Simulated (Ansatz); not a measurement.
# BH8NO3Si: the cost of one run

The runs use Ansatz 0.2.0, Gaussian basis; the settings change from run to run.

### Step 1. The geometry

The geometry comes from an earlier relaxation with PBE0-D4 in a triple-zeta def2 set; it is a stationary point, not always the lowest conformer.

14 atoms, charge 0, spin multiplicity 1.

Atoms are counted from 1 here; the program's logs count them from 0.

Bond lengths: O1–B2 1.420 Å, O1–H7 0.958 Å, B2–O3 1.444 Å, B2–O4 1.437 Å, B2–N5 1.714 Å, O3–H8 0.958 Å, O4–H9 0.959 Å, N5–Si6 1.804 Å, N5–H10 1.015 Å, N5–H11 1.017 Å, Si6–H12 1.476 Å, Si6–H13 1.494 Å, Si6–H14 1.471 Å. Angles: B2–O1–H7 110.9°, O1–B2–O3 110.2°, O1–B2–O4 118.2°, O1–B2–N5 106.9°, O3–B2–O4 116.4°, O3–B2–N5 101.7°, O4–B2–N5 101.1°, B2–O3–H8 110.0°, B2–O4–H9 111.0°, B2–N5–Si6 106.6°, B2–N5–H10 110.0°, B2–N5–H11 107.8°, Si6–N5–H10 112.6°, Si6–N5–H11 112.5°, H10–N5–H11 107.3°, N5–Si6–H12 109.7°, N5–Si6–H13 104.3°, N5–Si6–H14 110.2° and more.

### Step 2. r2SCAN0/aug-cc-pVTZ

This run has charge -1, multiplicity 2, restricted open-shell orbitals.

Input file in.yaml:

```yaml
crystal:
  periodic: [false, false, false]
  atoms:
    - {symbol: O, position_ang: [-1.681442, 0.281479, -1.055402]}
    - {symbol: B, position_ang: [-0.941239, 0.235628, 0.155284]}
    - {symbol: O, position_ang: [-0.816094, -1.129013, 0.611933]}
    - {symbol: O, position_ang: [-1.223507, 1.222627, 1.161273]}
    - {symbol: N, position_ang: [0.681714, 0.620772, -0.239512]}
    - {symbol: Si, position_ang: [1.559814, -0.947516, -0.392034]}
    - {symbol: H, position_ang: [-1.993767, 1.169689, -1.231080]}
    - {symbol: H, position_ang: [-0.786462, -1.153382, 1.569286]}
    - {symbol: H, position_ang: [-2.148009, 1.200718, 1.413503]}
    - {symbol: H, position_ang: [0.710216, 1.168844, -1.093290]}
    - {symbol: H, position_ang: [1.052467, 1.204270, 0.505868]}
    - {symbol: H, position_ang: [1.838981, -1.493392, 0.950480]}
    - {symbol: H, position_ang: [2.875894, -0.576233, -0.993326]}
    - {symbol: H, position_ang: [0.858434, -1.833693, -1.334083]}
basis:
  gaussian: {orbitals: aug-cc-pVTZ}
total_charge: -1
magnetization: {spin_polarized: false, initial_magnetization: 1}
hamiltonian: {xc: {name: r2SCAN0}}
output: {forces: true}
```

Launch:

```console
$ ansatz run in.yaml --threads 4 --pin off --events-out ev --progress --plain --max-ram 11315MiB
```

What time and memory should one allow on 4 threads of Arm Neoverse V1, shared host?

About 2.7 min, with a peak of 3.9 GiB.
